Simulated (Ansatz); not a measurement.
# CH5FOSn (SMILES FC[O][SnH3]): PBE/def2-SVP (core potential)

Aim: the energy change on altering one bond length of CH5FOSn at PBE/def2-SVP (core potential), from 2 runs. 

The calculation is run with Ansatz 0.2.0.

117 further runs of the same task are left out: 117 set aside as unsound or not needed. Runs told in other sessions of the task aren't counted.

### 1 The molecule

CH5FOSn has 9 atoms, charge 0, and is taken as a singlet. As SMILES, `FC[O][SnH3]`. The shape is that of a PBE0-D4/def2-TZVP optimisation. This is one conformer, not always the lowest.

Bond lengths: F1–C2 1.398 Å, C2–O3 1.354 Å, O3–Sn4 1.991 Å, C2–H5 1.100 Å, C2–H6 1.095 Å, Sn4–H7 1.705 Å, Sn4–H8 1.700 Å, Sn4–H9 1.699 Å. Some angles: F1–C2–O3 110.7°, C2–O3–Sn4 118.4°, F1–C2–H5 105.2°, F1–C2–H6 106.7°, O3–C2–H5 113.4°, O3–C2–H6 109.7°, O3–Sn4–H7 106.3°, O3–Sn4–H8 101.6°, O3–Sn4–H9 108.3°, H5–C2–H6 110.9°.

### 2 A single-point energy at PBE/def2-SVP (core potential)

File input.yaml:

```yaml
crystal:
  periodic: [false, false, false]
  atoms:
    - {symbol: F, position_ang: [-0.596800, 1.754200, 0.031500]}
    - {symbol: C, position_ang: [-1.291500, 0.566100, 0.277800]}
    - {symbol: O, position_ang: [-0.736000, -0.463400, -0.405000]}
    - {symbol: Sn, position_ang: [1.239300, -0.701500, -0.319700]}
    - {symbol: H, position_ang: [-1.258800, 0.434000, 1.369300]}
    - {symbol: H, position_ang: [-2.319100, 0.724600, -0.066100]}
    - {symbol: H, position_ang: [1.690100, -0.390300, 1.294800]}
    - {symbol: H, position_ang: [1.407800, -2.333100, -0.765300]}
    - {symbol: H, position_ang: [1.953500, 0.363100, -1.434400]}
basis:
  gaussian:
    orbitals: def2-SVP
hamiltonian:
  xc: pbe
accuracy: high
output: {orbitals: {seedname: orbitals}}
```

The run is started by

```sh
$ ansatz run input.yaml --threads 1 --pin off --max-ram 3480MiB --events-out events.jsonl --progress --plain --runs-dir runs
```

Output:

```text
Warning: RAYON_NUM_THREADS=1 ignored (pool sized by the plan → 1); use --threads N
Functional definition: PBE
  name "PBE"
  parameter kappa = 0.804
  parameter beta = 0.06672455060314922
  exchange = pbe_x(kappa = kappa, mu = beta*pi^2/3)
  correlation = pbe_c(beta = beta)
2278 factors; integrals over basis functions are off by at most 3.5e-9 eV
mean field evaluation 1: about -11696.7205 eV, gradient 5.2e1 eV
mean field evaluation 2: about -11657.6526 eV, gradient 1.4e2 eV
mean field evaluation 4: about -11701.8281 eV, gradient 1.3e1 eV
mean field evaluation 8: about -11702.0908 eV, gradient 9.7e-1 eV
mean field evaluation 16: about -11702.0928 eV, gradient 7.0e-5 eV
mean field -11702.09283742 eV, -430.0439798116 hartree, gradient 8.1e-8 eV, S^2 0.000000; 0 other end points of the search recorded, 0 dependent functions left out
reference -11702.09284143 eV, -430.0439799591 hartree; 25, 25 occupied and 68, 68 virtual orbitals, 2278 factors
Total energy: -11702.09284143 eV, -430.0439799591 hartree
```

Run time: 9.3 s. Hardware: 1 thread of Arm Neoverse V1, shared host; peak memory 0.26 GiB.

### 3 The distorted shape

File run.yaml:

```yaml
crystal:
  periodic: [false, false, false]
  atoms:
    - symbol: F
      position_ang: [-1.453832, 0.476691, 1.369128]
    - symbol: C
      position_ang: [-2.148532, -0.711409, 1.615428]
    - symbol: O
      position_ang: [-1.593032, -1.740909, 0.932628]
    - symbol: Sn
      position_ang: [0.382268, -1.979009, 1.017928]
    - symbol: H
      position_ang: [-2.115832, -0.843509, 2.706928]
    - symbol: H
      position_ang: [-3.176132, -0.552909, 1.271528]
    - symbol: H
      position_ang: [0.833068, -1.667809, 2.632428]
    - symbol: H
      position_ang: [0.550768, -3.610609, 0.572328]
    - symbol: H
      position_ang: [1.953500, 0.363100, -1.434400]
basis:
  gaussian:
    orbitals: def2-SVP
hamiltonian:
  xc: {name: PBE}
accuracy: high
output:
  orbitals: {seedname: orbitals}
```

The run is started by

```sh
$ ansatz run run.yaml --threads 1 --pin off --max-ram 3480MiB --events-out events.jsonl --progress --plain --runs-dir runs
```

Output (excerpt; [...] marks lines left out):

```text
Warning: RAYON_NUM_THREADS=1 ignored (pool sized by the plan → 1); use --threads N
[... 6 set-up lines as earlier in the session ...]
2232 factors; integrals over basis functions are off by at most 7.2e-9 eV
mean field evaluation 1: about -11690.7703 eV, gradient 5.4e1 eV
mean field evaluation 2: about -11619.3881 eV, gradient 1.7e2 eV
mean field evaluation 4: about -11690.0933 eV, gradient 3.8e1 eV
mean field evaluation 8: about -11698.4390 eV, gradient 4.5e-1 eV
mean field evaluation 16: about -11698.4413 eV, gradient 2.3e-8 eV
mean field -11698.44125279 eV, -429.9097865516 hartree, gradient 2.3e-8 eV, S^2 0.000000; 0 other end points of the search recorded, 0 dependent functions left out
reference -11698.44125701 eV, -429.9097867069 hartree; 25, 25 occupied and 68, 68 virtual orbitals, 2232 factors
Total energy: -11698.44125701 eV, -429.9097867069 hartree
```

Wall time 9.9 s (1 thread of Arm Neoverse V1, shared host); peak memory 0.25 GiB.

### 4 What came out

At PBE/def2-SVP (core potential):

| quantity | value |
| --- | --- |
| first shape: total energy | -430.04398 Eh |
| first shape: HOMO energy | -6.22 eV |
| first shape: LUMO energy | -1.00 eV |
| first shape: HOMO–LUMO gap | 5.23 eV |
| distorted shape: total energy | -429.90979 Eh |
| distorted shape: HOMO energy | -5.55 eV |
| distorted shape: LUMO energy | -4.71 eV |
| distorted shape: HOMO–LUMO gap | 0.84 eV |
| energy change with the Sn4–H9 bond stretched from 1.699 to 3.737 Å | 3.652 eV |

What this shows: One bond (distorted shape) is far stretched, which a spin-restricted single reference describes badly; a broken-symmetry solution may lie lower. With the Sn4–H9 bond stretched from 1.699 to 3.737 Å the energy rises by 3.65 eV (352 kJ/mol). The first shape isn't relaxed at this level, so the change isn't measured from a minimum. A restricted reference can't describe the breaking bond well at this length.
